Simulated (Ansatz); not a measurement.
# AsGaH6O2 (built from SMILES [AsH3].[OH][GaH][OH]): search for a transition state, part 2 of 2

Ansatz 0.2.0, Gaussian basis; PBE0-D4. The steps go on from the part before.

### 6 Vibrations at the point found

vib/in.yaml reads:

```yaml
crystal:
  periodic: [false, false, false]
  atoms:
    - {symbol: Ga, position_ang: [0.261460, 0.702077, 0.212431]}
    - {symbol: H, position_ang: [-1.395608, 0.500751, -0.461769]}
    - {symbol: O, position_ang: [1.322247, 1.698206, -0.835983]}
    - {symbol: O, position_ang: [0.424570, 0.981699, 1.970817]}
    - {symbol: H, position_ang: [-1.459523, -0.489792, -0.974787]}
    - {symbol: As, position_ang: [-0.336689, -1.674395, -0.467654]}
    - {symbol: H, position_ang: [1.189077, 1.579406, -1.777581]}
    - {symbol: H, position_ang: [1.018319, 1.711171, 2.166473]}
    - {symbol: H, position_ang: [-1.166518, -1.885967, 0.778484]}
    - {symbol: H, position_ang: [0.142666, -3.123157, -0.610430]}
basis:
  gaussian: {orbitals: def2-TZVP}
hamiltonian: {xc: pbe0, dispersion: d4}
phonons: {temperatures: {t_min: 298.15, t_max: 900, t_step: 200}}
```

The run is started by

```console
$ ansatz run in.yaml --threads 8 --pin off --events-out ev --progress --plain --max-ram 19148MiB
```

Log, shortened:

```text
Functional definition: PBE0
  name "PBE0"
  cite "Adamo & Barone, J. Chem. Phys. 110, 6158 (1999) doi:10.1063/1.478522"
  cite "Perdew, Burke & Ernzerhof, Phys. Rev. Lett. 77, 3865 (1996) doi:10.1103/PhysRevLett.77.3865"
  parent pbe
[...]
1402 factors; their error is unknown
[...]
mean field -117393.84185576 eV, -4314.1441157951 hartree, gradient 6.2e-5 eV, S^2 0.000000; 0 other end points of the search recorded, 0 dependent functions left out
[...]
reference -117393.84188792 eV, -4314.1441169770 hartree; 43, 43 occupied and 151, 151 virtual orbitals, 1402 factors
[... from here to the last solve, the lines of the solves are left out (59 solves) ...]
1402 factors; their error is unknown
mean field -117393.84185165 eV, -4314.1441156442 hartree, gradient 2.3e-6 eV, S^2 0.000000; 0 other end points of the search recorded, 0 dependent functions left out
[...]
WARN: phonons: modes at or below zero, which the zero-point energy, F, S and C_V leave out: 1, the lowest at -1322.23 cm⁻¹. A minimum has none, and a first-order saddle one
[...]
Atom 2 at     1.322247     1.698206    -0.835983 Å, force     0.000265     0.005099     0.007775 eV/Å
Atom 3 at     0.424570     0.981699     1.970817 Å, force    -0.002314    -0.003136    -0.001499 eV/Å
Atom 4 at    -1.459523    -0.489792    -0.974787 Å, force     0.000067    -0.000609    -0.000670 eV/Å
Atom 5 at    -0.336689    -1.674395    -0.467654 Å, force    -0.000510     0.000346    -0.000411 eV/Å
Atom 6 at     1.189077     1.579406    -1.777581 Å, force    -0.000178    -0.003252    -0.006514 eV/Å
Atom 7 at     1.018319     1.711171     2.166473 Å, force     0.002565     0.001828    -0.000182 eV/Å
Atom 8 at    -1.166518    -1.885967     0.778484 Å, force    -0.000290    -0.000263     0.000617 eV/Å
Atom 9 at     0.142666    -3.123157    -0.610430 Å, force     0.000103    -0.000299     0.000546 eV/Å
Dipole moment:    -0.110565    -0.357655    -0.395226 e Å
Vibrations: -1322.23 81.05 143.02 173.75 185.22 213.31 227.11 286.51 301.24 573.37 632.60 665.07 700.44 813.24 846.92 882.22 995.35 1105.16 1305.05 1584.18 2137.90 2273.84 3885.66 3917.36 cm⁻¹, zero-point energy 1.483444 eV
```

It took 72 s on 8 threads of Intel Xeon Platinum 8488C, shared host; peak memory 0.66 GiB.

Wavenumbers and character of the modes:

```csv
mode,wavenumber (cm⁻¹),character
1,1322i,"changes H2–H5, Ga1–H2, H5–As6"
2,81,bend
3,143,Ga–As stretch with bend
4,174,torsion with bend
5,185,torsion
6,213,Ga–As stretch with torsion
7,227,torsion
8,287,torsion
9,301,torsion
10,573,bend
11,633,torsion with bend
12,665,Ga–O stretch
13,700,Ga–O stretch
14,813,bend
15,847,bend
16,882,bend with torsion
17,995,bend with torsion
18,1105,bend
19,1305,bend with Ga–H stretch
20,1584,As–H stretch
21,2138,As–H stretch
22,2274,As–H stretch
23,3886,O–H stretch
24,3917,O–H stretch
```

Vibrational sums (real modes only):

```csv
T (K),entropy (J/mol/K),heat capacity (J/mol/K)
298,85.3,87.8
498,138.4,119.1
698,181.8,137.6
898,218.0,149.5
```

### 7 Relaxing after a step of 0.30 Å one way along the mode

downa/in.yaml reads:

```yaml
crystal:
  periodic: [false, false, false]
  atoms:
    - {symbol: Ga, position_ang: [0.361433, 0.595895, 0.227266]}
    - {symbol: H, position_ang: [-1.481103, 0.380336, -0.558816]}
    - {symbol: O, position_ang: [1.301437, 1.706797, -0.834524]}
    - {symbol: O, position_ang: [0.423747, 0.982707, 1.975453]}
    - {symbol: H, position_ang: [-1.518831, -0.205853, -0.898229]}
    - {symbol: As, position_ang: [-0.341650, -1.729571, -0.511739]}
    - {symbol: H, position_ang: [1.190003, 1.573612, -1.781015]}
    - {symbol: H, position_ang: [1.005913, 1.724324, 2.165312]}
    - {symbol: H, position_ang: [-1.159729, -1.884657, 0.763986]}
    - {symbol: H, position_ang: [0.218780, -3.143591, -0.547693]}
basis:
  gaussian: {orbitals: def2-TZVP}
hamiltonian: {xc: pbe0, dispersion: d4}
relax: {f_tol: 0.005, max_steps: 200}
```

The run is started by

```console
$ ansatz run in.yaml --threads 8 --pin off --events-out ev --progress --plain --max-ram 19148MiB
```

Log:

```text
[... 10 set-up lines as earlier in the session ...]
1402 factors; their error is unknown
mean field evaluation 1: about -117382.6269 eV, gradient 8.3e1 eV
mean field evaluation 2: about -117342.2402 eV, gradient 1.6e2 eV
mean field evaluation 4: about -117393.3933 eV, gradient 7.1e0 eV
mean field evaluation 8: about -117393.4982 eV, gradient 2.9e-1 eV
mean field evaluation 16: about -117393.9369 eV, gradient 7.0e-4 eV
mean field -117393.93685067 eV, -4314.1476067936 hartree, gradient 4.7e-5 eV, S^2 0.000000; 0 other end points of the search recorded, 0 dependent functions left out
the calculation of the forces begins
reference -117393.93688319 eV, -4314.1476079887 hartree; 43, 43 occupied and 151, 151 virtual orbitals, 1402 factors
relax step   1: F+E_penalty+E_count = -117394.11973680 eV  Δ(F+E_penalty+E_count) = +0.000e0 eV  max|allowed force component| = 4.468e0 eV/Å  Δτ_max = 0.0000 Å  (29 SCF iters, accepted)
these checks for a lower state are left out or cut short: starts, cluster_reference, orbital_swaps, neighbouring_geometries, increment
1402 factors; their error is unknown
mean field -117394.69750237 eV, -4314.1755602283 hartree, gradient 2.2e-5 eV, S^2 0.000000; 0 other end points of the search recorded, 0 dependent functions left out
the calculation of the forces begins
reference -117394.69753501 eV, -4314.1755614275 hartree; 43, 43 occupied and 151, 151 virtual orbitals, 1402 factors
relax step   2: F+E_penalty+E_count = -117394.87890636 eV  Δ(F+E_penalty+E_count) = -7.592e-1 eV  max|allowed force component| = 7.112e-1 eV/Å  Δτ_max = 0.1942 Å  (38 SCF iters, accepted)
these checks for a lower state are left out or cut short: starts, cluster_reference, orbital_swaps, neighbouring_geometries, increment
1402 factors; their error is unknown
mean field evaluation 32: about -117395.1167 eV, gradient 4.3e-3 eV
mean field -117395.11671202 eV, -4314.1909658985 hartree, gradient 1.9e-5 eV, S^2 0.000000; 0 other end points of the search recorded, 0 dependent functions left out
the calculation of the forces begins
reference -117395.11674465 eV, -4314.1909670976 hartree; 43, 43 occupied and 151, 151 virtual orbitals, 1402 factors
relax step   3: F+E_penalty+E_count = -117395.29899779 eV  Δ(F+E_penalty+E_count) = -4.201e-1 eV  max|allowed force component| = 9.219e-1 eV/Å  Δτ_max = 0.1917 Å  (31 SCF iters, accepted)
[... from here on, the SCF cycles and remarks between the steps are left out ...]
relax step   4: F+E_penalty+E_count = -117395.58844309 eV  Δ(F+E_penalty+E_count) = -2.894e-1 eV  max|allowed force component| = 6.298e-1 eV/Å  Δτ_max = 0.1953 Å  (30 SCF iters, accepted)
relax step   5: F+E_penalty+E_count = -117395.73018863 eV  Δ(F+E_penalty+E_count) = -1.417e-1 eV  max|allowed force component| = 3.846e-1 eV/Å  Δτ_max = 0.2000 Å  (32 SCF iters, accepted)
relax step   6: F+E_penalty+E_count = -117395.81752758 eV  Δ(F+E_penalty+E_count) = -8.734e-2 eV  max|allowed force component| = 4.422e-1 eV/Å  Δτ_max = 0.1911 Å  (31 SCF iters, accepted)
relax step   7: F+E_penalty+E_count = -117395.87234495 eV  Δ(F+E_penalty+E_count) = -5.482e-2 eV  max|allowed force component| = 2.248e-1 eV/Å  Δτ_max = 0.1995 Å  (31 SCF iters, accepted)
relax step   8: F+E_penalty+E_count = -117395.89322125 eV  Δ(F+E_penalty+E_count) = -2.088e-2 eV  max|allowed force component| = 7.915e-2 eV/Å  Δτ_max = 0.1280 Å  (32 SCF iters, accepted)
relax step   9: F+E_penalty+E_count = -117395.90292026 eV  Δ(F+E_penalty+E_count) = -9.699e-3 eV  max|allowed force component| = 7.897e-2 eV/Å  Δτ_max = 0.2000 Å  (31 SCF iters, accepted)
relax step  10: F+E_penalty+E_count = -117395.90140516 eV  Δ(F+E_penalty+E_count) = +1.515e-3 eV  max|allowed force component| = 4.497e-1 eV/Å  Δτ_max = 0.1953 Å  (30 SCF iters, rejected (line search))
relax step  11: F+E_penalty+E_count = -117395.90932389 eV  Δ(F+E_penalty+E_count) = -6.404e-3 eV  max|allowed force component| = 4.991e-2 eV/Å  Δτ_max = 0.0976 Å  (31 SCF iters, accepted)
relax step  12: F+E_penalty+E_count = -117395.91403127 eV  Δ(F+E_penalty+E_count) = -4.707e-3 eV  max|allowed force component| = 1.117e-1 eV/Å  Δτ_max = 0.0975 Å  (31 SCF iters, accepted)
relax step  13: F+E_penalty+E_count = -117395.91565937 eV  Δ(F+E_penalty+E_count) = -1.628e-3 eV  max|allowed force component| = 2.744e-1 eV/Å  Δτ_max = 0.1462 Å  (31 SCF iters, accepted)
relax step  14: F+E_penalty+E_count = -117395.91417279 eV  Δ(F+E_penalty+E_count) = +1.487e-3 eV  max|allowed force component| = 3.078e-1 eV/Å  Δτ_max = 0.1333 Å  (31 SCF iters, rejected (line search))
relax step  15: F+E_penalty+E_count = -117395.92556460 eV  Δ(F+E_penalty+E_count) = -9.905e-3 eV  max|allowed force component| = 8.094e-2 eV/Å  Δτ_max = 0.0666 Å  (31 SCF iters, accepted)
relax step  16: F+E_penalty+E_count = -117395.92846626 eV  Δ(F+E_penalty+E_count) = -2.902e-3 eV  max|allowed force component| = 6.685e-2 eV/Å  Δτ_max = 0.0937 Å  (32 SCF iters, accepted)
relax step  17: F+E_penalty+E_count = -117395.92718548 eV  Δ(F+E_penalty+E_count) = +1.281e-3 eV  max|allowed force component| = 4.033e-1 eV/Å  Δτ_max = 0.1400 Å  (30 SCF iters, rejected (line search))
relax step  18: F+E_penalty+E_count = -117395.92946037 eV  Δ(F+E_penalty+E_count) = -9.941e-4 eV  max|allowed force component| = 1.179e-1 eV/Å  Δτ_max = 0.0699 Å  (31 SCF iters, accepted)
relax step  19: F+E_penalty+E_count = -117395.93312871 eV  Δ(F+E_penalty+E_count) = -3.668e-3 eV  max|allowed force component| = 1.761e-1 eV/Å  Δτ_max = 0.0728 Å  (32 SCF iters, accepted)
relax step  20: F+E_penalty+E_count = -117395.93429022 eV  Δ(F+E_penalty+E_count) = -1.162e-3 eV  max|allowed force component| = 1.690e-1 eV/Å  Δτ_max = 0.0361 Å  (33 SCF iters, accepted)
relax step  21: F+E_penalty+E_count = -117395.93656368 eV  Δ(F+E_penalty+E_count) = -2.273e-3 eV  max|allowed force component| = 5.184e-2 eV/Å  Δτ_max = 0.1169 Å  (32 SCF iters, accepted)
relax step  22: F+E_penalty+E_count = -117395.93709781 eV  Δ(F+E_penalty+E_count) = -5.341e-4 eV  max|allowed force component| = 1.058e-1 eV/Å  Δτ_max = 0.0509 Å  (33 SCF iters, accepted)
relax step  23: F+E_penalty+E_count = -117395.93771565 eV  Δ(F+E_penalty+E_count) = -6.178e-4 eV  max|allowed force component| = 1.004e-1 eV/Å  Δτ_max = 0.0262 Å  (31 SCF iters, accepted)
relax step  24: F+E_penalty+E_count = -117395.93759322 eV  Δ(F+E_penalty+E_count) = +1.224e-4 eV  max|allowed force component| = 1.015e-1 eV/Å  Δτ_max = 0.0423 Å  (33 SCF iters, rejected (line search))
relax step  25: F+E_penalty+E_count = -117395.93820405 eV  Δ(F+E_penalty+E_count) = -4.884e-4 eV  max|allowed force component| = 3.079e-2 eV/Å  Δτ_max = 0.0206 Å  (32 SCF iters, accepted)
relax step  26: F+E_penalty+E_count = -117395.93832641 eV  Δ(F+E_penalty+E_count) = -1.224e-4 eV  max|allowed force component| = 3.316e-2 eV/Å  Δτ_max = 0.0320 Å  (32 SCF iters, accepted)
relax step  27: F+E_penalty+E_count = -117395.93845792 eV  Δ(F+E_penalty+E_count) = -1.315e-4 eV  max|allowed force component| = 2.640e-2 eV/Å  Δτ_max = 0.0325 Å  (32 SCF iters, accepted)
relax step  28: F+E_penalty+E_count = -117395.93853384 eV  Δ(F+E_penalty+E_count) = -7.591e-5 eV  max|allowed force component| = 1.265e-2 eV/Å  Δτ_max = 0.0092 Å  (35 SCF iters, accepted)
relax step  29: F+E_penalty+E_count = -117395.93854959 eV  Δ(F+E_penalty+E_count) = -1.576e-5 eV  max|allowed force component| = 7.791e-3 eV/Å  Δτ_max = 0.0061 Å  (34 SCF iters, accepted)
relax step  30: F+E_penalty+E_count = -117395.93857893 eV  Δ(F+E_penalty+E_count) = -2.933e-5 eV  max|allowed force component| = 3.578e-3 eV/Å  Δτ_max = 0.0117 Å  (33 SCF iters, accepted)
relax step  31: F+E_penalty+E_count = -117395.93858788 eV  Δ(F+E_penalty+E_count) = -8.955e-6 eV  max|allowed force component| = 3.274e-3 eV/Å  Δτ_max = 0.0079 Å  (35 SCF iters, accepted)
these checks for a lower state are left out or cut short: starts, cluster_reference, orbital_swaps, neighbouring_geometries, increment
1402 factors; their error is unknown
mean field -117395.76552880 eV, -4314.2148094755 hartree, gradient 6.0e-6 eV, S^2 0.000000; 0 other end points of the search recorded, 0 dependent functions left out
the calculation of the forces begins
reference -117395.76556289 eV, -4314.2148107282 hartree; 43, 43 occupied and 151, 151 virtual orbitals, 1402 factors
relax step  32: F+E_penalty+E_count = -117395.93859126 eV  Δ(F+E_penalty+E_count) = -3.379e-6 eV  max|allowed force component| = 2.977e-3 eV/Å  Δτ_max = 0.0066 Å  (35 SCF iters, accepted)
1402 factors; their error is unknown
mean field evaluation 256: about -117395.7655 eV, gradient 6.4e-2 eV
mean field -117395.76552880 eV, -4314.2148094755 hartree, gradient 6.0e-6 eV, S^2 0.000000; 1 other end points of the search recorded, 0 dependent functions left out
the calculation of the forces begins
reference -117395.76556289 eV, -4314.2148107282 hartree; 43, 43 occupied and 151, 151 virtual orbitals, 1402 factors
Total energy: -117395.93862535 eV, -4314.2211706564 hartree
Atom 0 at     0.478526     0.102097     0.161323 Å, force     0.001414    -0.000141    -0.000711 eV/Å
Atom 1 at    -2.307478     1.310896    -0.124565 Å, force    -0.001268    -0.000460    -0.002977 eV/Å
Atom 2 at     1.618549     1.110038    -0.780601 Å, force    -0.000045     0.002636     0.001141 eV/Å
Atom 3 at    -0.123940     0.938505     1.617412 Å, force    -0.000404     0.000945     0.001214 eV/Å
Atom 4 at    -2.540186     1.184878    -0.824291 Å, force     0.000947     0.000506     0.002912 eV/Å
Atom 5 at    -0.329592    -2.086480    -0.399821 Å, force     0.000829    -0.001342     0.000922 eV/Å
Atom 6 at     1.976156     0.691900    -1.565817 Å, force     0.000070    -0.002413    -0.001296 eV/Å
Atom 7 at     0.258464     1.814365     1.717765 Å, force    -0.000412    -0.000675     0.000123 eV/Å
Atom 8 at    -0.095307    -2.545044     1.032222 Å, force    -0.000104     0.000653    -0.001732 eV/Å
Atom 9 at     1.064807    -2.521157    -0.833626 Å, force    -0.001028     0.000291     0.000404 eV/Å
Dipole moment:     0.164193    -0.206937    -0.258018 e Å
```

Wall time 51 s (8 threads of Intel Xeon Platinum 8488C, shared host); peak memory 0.65 GiB.

Relaxation path: (the energy doesn't fall at every step)

```csv
step,energy from step 1 (eV),largest force component (eV/Å)
1,0.0000,4.4684
2,-0.7592,0.7112
3,-1.1793,0.9219
4,-1.4687,0.6298
5,-1.6105,0.3846
6,-1.6978,0.4422
7,-1.7526,0.2248
8,-1.7735,0.0792
9,-1.7832,0.0790
10,-1.7817,0.4497
11,-1.7896,0.0499
12,-1.7943,0.1117
13,-1.7959,0.2744
14,-1.7944,0.3078
15,-1.8058,0.0809
16,-1.8087,0.0669
17,-1.8074,0.4033
18,-1.8097,0.1179
19,-1.8134,0.1761
20,-1.8146,0.1690
21,-1.8168,0.0518
22,-1.8174,0.1058
23,-1.8180,0.1004
24,-1.8179,0.1015
25,-1.8185,0.0308
26,-1.8186,0.0332
27,-1.8187,0.0264
28,-1.8188,0.0127
29,-1.8188,0.0078
30,-1.8188,0.0036
31,-1.8189,0.0033
32,-1.8189,0.0030
```

Distances of close pairs at the start and the end, largest changes first:

```csv
bond,before (Å),after (Å),change (Å)
Ga1–As6,2.539,2.400,-0.140
H2–H5,0.678,0.748,+0.070
Ga1–O3,1.801,1.790,-0.012
Ga1–O4,1.792,1.784,-0.008
O3–H7,0.962,0.959,-0.003
As6–H10,1.521,1.524,+0.002
As6–H9,1.523,1.522,-0.002
O4–H8,0.962,0.961,-0.001
```

### 8 Relaxing after a step of 0.30 Å the other way along the mode

downb/in.yaml reads:

```yaml
crystal:
  periodic: [false, false, false]
  atoms:
    - {symbol: Ga, position_ang: [0.161488, 0.808259, 0.197596]}
    - {symbol: H, position_ang: [-1.310114, 0.621166, -0.364721]}
    - {symbol: O, position_ang: [1.343056, 1.689614, -0.837442]}
    - {symbol: O, position_ang: [0.425393, 0.980691, 1.966181]}
    - {symbol: H, position_ang: [-1.400215, -0.773731, -1.051345]}
    - {symbol: As, position_ang: [-0.331729, -1.619219, -0.423569]}
    - {symbol: H, position_ang: [1.188150, 1.585200, -1.774148]}
    - {symbol: H, position_ang: [1.030725, 1.698018, 2.167633]}
    - {symbol: H, position_ang: [-1.173307, -1.887276, 0.792982]}
    - {symbol: H, position_ang: [0.066552, -3.102722, -0.673167]}
basis:
  gaussian: {orbitals: def2-TZVP}
hamiltonian: {xc: pbe0, dispersion: d4}
relax: {f_tol: 0.005, max_steps: 200}
```

The run is started by

```console
$ ansatz run in.yaml --threads 8 --pin off --events-out ev --progress --plain --max-ram 19148MiB
```

Log, shortened:

```text
[... 5 set-up lines as earlier in the session ...]
[...]
1402 factors; their error is unknown
[...]
mean field -117394.30454145 eV, -4314.1611191807 hartree, gradient 4.4e-5 eV, S^2 0.000000; 0 other end points of the search recorded, 0 dependent functions left out
[...]
reference -117394.30457410 eV, -4314.1611203805 hartree; 43, 43 occupied and 151, 151 virtual orbitals, 1402 factors
relax step   1: F+E_penalty+E_count = -117394.49127024 eV  Δ(F+E_penalty+E_count) = +0.000e0 eV  max|allowed force component| = 1.151e0 eV/Å  Δτ_max = 0.0000 Å  (31 SCF iters, accepted)
[...]
Atom 0 at    -0.099578     1.260492     0.174043 Å, force     0.004037    -0.001394     0.001730 eV/Å
Atom 1 at    -1.468187     1.955219    -0.080255 Å, force    -0.001138     0.000940    -0.000143 eV/Å
Atom 2 at     1.304507     1.337395    -0.961531 Å, force    -0.002142    -0.000225     0.001586 eV/Å
Atom 3 at     0.437461     0.848590     1.845581 Å, force    -0.001218     0.000533    -0.001467 eV/Å
Atom 4 at    -1.095415    -2.135162    -1.510913 Å, force     0.001004     0.001807     0.000401 eV/Å
Atom 5 at    -0.644347    -1.414787    -0.258595 Å, force    -0.001690    -0.004565     0.000979 eV/Å
Atom 6 at     1.124204     1.811626    -1.774529 Å, force     0.000675     0.000128    -0.000607 eV/Å
Atom 7 at     1.391302     0.750039     1.891717 Å, force    -0.000130     0.000439    -0.001381 eV/Å
Atom 8 at    -1.540907    -2.165802     0.697083 Å, force     0.001227     0.001272    -0.000849 eV/Å
Atom 9 at     0.590959    -2.247609    -0.022601 Å, force    -0.000625     0.001065    -0.000249 eV/Å
Dipole moment:    -0.210833    -0.456338    -0.413678 e Å
```

Wall time 34 s (8 threads of Intel Xeon Platinum 8488C, shared host); peak memory 0.66 GiB.

Along the way:

```csv
step,energy from step 1 (eV),largest force component (eV/Å)
1,0.0000,1.1511
2,-0.4865,1.2672
3,-0.8006,0.8717
4,-0.9907,0.3791
5,-1.0929,0.3726
6,-1.1548,0.1894
7,-1.1916,0.2385
8,-1.2048,0.8736
9,-1.2234,0.3908
10,-1.2550,0.1141
11,-1.2668,0.0687
12,-1.2697,0.2111
13,-1.2722,0.1415
14,-1.2743,0.0131
15,-1.2748,0.0260
16,-1.2751,0.0367
17,-1.2753,0.0307
18,-1.2754,0.0037
19,-1.2755,0.0051
20,-1.2755,0.0080
21,-1.2755,0.0046
```

Distances of close pairs at the start and the end, largest changes first:

```csv
bond,before (Å),after (Å),change (Å)
Ga1–As6,2.554,2.764,+0.210
As6–H10,1.556,1.508,-0.048
Ga1–H2,1.586,1.556,-0.031
H5–As6,1.500,1.514,+0.013
As6–H9,1.503,1.510,+0.007
Ga1–O4,1.796,1.803,+0.007
Ga1–O3,1.801,1.807,+0.006
O3–H7,0.955,0.958,+0.003
```

### 9 What the saddle joins

```csv
pair,start side (Å),saddle (Å),end side (Å)
Ga1–As6,2.764,2.543,2.400
H2–H5,4.349,1.117,0.748
Ga1–H2,1.556,1.800,3.050
H5–As6,1.514,1.709,3.971
```

### 10 Results

What follows sums up all 2 parts.

```
                       quantity                                                          value
                 imaginary mode                                                     1322i cm⁻¹
    barrier from the start side                                                       1.738 eV
      barrier from the end side                                                       1.910 eV
             energy of the step                                                      -0.172 eV
              pairs that change  Ga1–As6 tightened, H2–H5 formed, Ga1–H2 broken, H5–As6 broken
zero-point energy at the saddle                                                       1.483 eV
```

One imaginary mode, 1322i cm⁻¹, makes this a first-order saddle. The two relaxations end on the structures that were planned. At PBE0-D4/def2-TZVP the electronic barrier is 1.738 eV, about 68 kT at 298 K, and the step runs 0.172 eV downhill. With so stiff a mode tunnelling counts: Wigner's rough correction is a factor of 2.7 at 298 K.
